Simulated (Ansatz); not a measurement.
Crystal: BaCoO3.

```
Ba Co O
1.0
     5.59000    0.00000    0.00000
    -2.79500    4.84108    0.00000
     0.00000    0.00000    4.82000
Ba Co O
2 2 6
Direct
  0.66667 0.33333 0.75000
  0.33333 0.66667 0.25000
  0.00000 0.00000 0.50000
  0.00000 0.00000 0.00000
  0.66666 0.83333 0.75000
  0.83333 0.16667 0.25000
  0.16667 0.33334 0.75000
  0.33334 0.16667 0.25000
  0.16667 0.83333 0.75000
  0.83333 0.66666 0.25000
```

Alike in all runs: program Ansatz 0.2.0; functional PBEsol; potentials or basis Ansatz PAW; cutoff 420 eV (not typed: the program's choice for these potentials); k mesh 5 × 5 × 5; occupations fermi-dirac, width 0.05 eV.

Starts and where they ended:

```tsv
start	free energy over the lowest (meV/atom)	net moment (μB)	site or absolute moments (μB)	gap
collinear spin, ferromagnetic start of up to 4 μB; fixed moment 8	176.9	8.00	Ba +0.02; Co +2.52; O +0.40	-
collinear spin, ferromagnetic start of up to 2.5 μB; fixed moment 5	79.2	5.00	Ba +0.02; Co +1.76; O +0.19	-
collinear spin, ferromagnetic start of up to 0.5 μB; fixed moment 1	10.1	1.00	Ba +0.00; Co +0.47; O +0.00	-
collinear spin, ferromagnetic start of up to 3 μB; fixed moment 6	108.6	6.00	Ba +0.02; Co +2.05; O +0.25	-
collinear spin, ferromagnetic start of up to 1 μB; fixed moment 2	0.0	2.00	Ba +0.01; Co +0.79; O +0.05	-
collinear spin, program default start; fixed moment 0	16.4	0.00	-	-
collinear spin, ferromagnetic start of up to 1.5 μB; fixed moment 3	26.0	3.00	Ba +0.01; Co +1.14; O +0.09	-
collinear spin, ferromagnetic start of up to 2 μB; fixed moment 4	52.2	4.00	Ba +0.01; Co +1.47; O +0.14	-
```

All polarised runs hold their moment fixed, so the table maps the energy against it. A still lower state may exist.

Caveats: the cell is far from rest, so the order of the states can change on relaxing; the total moment is fixed, so each spin has its own Fermi level.
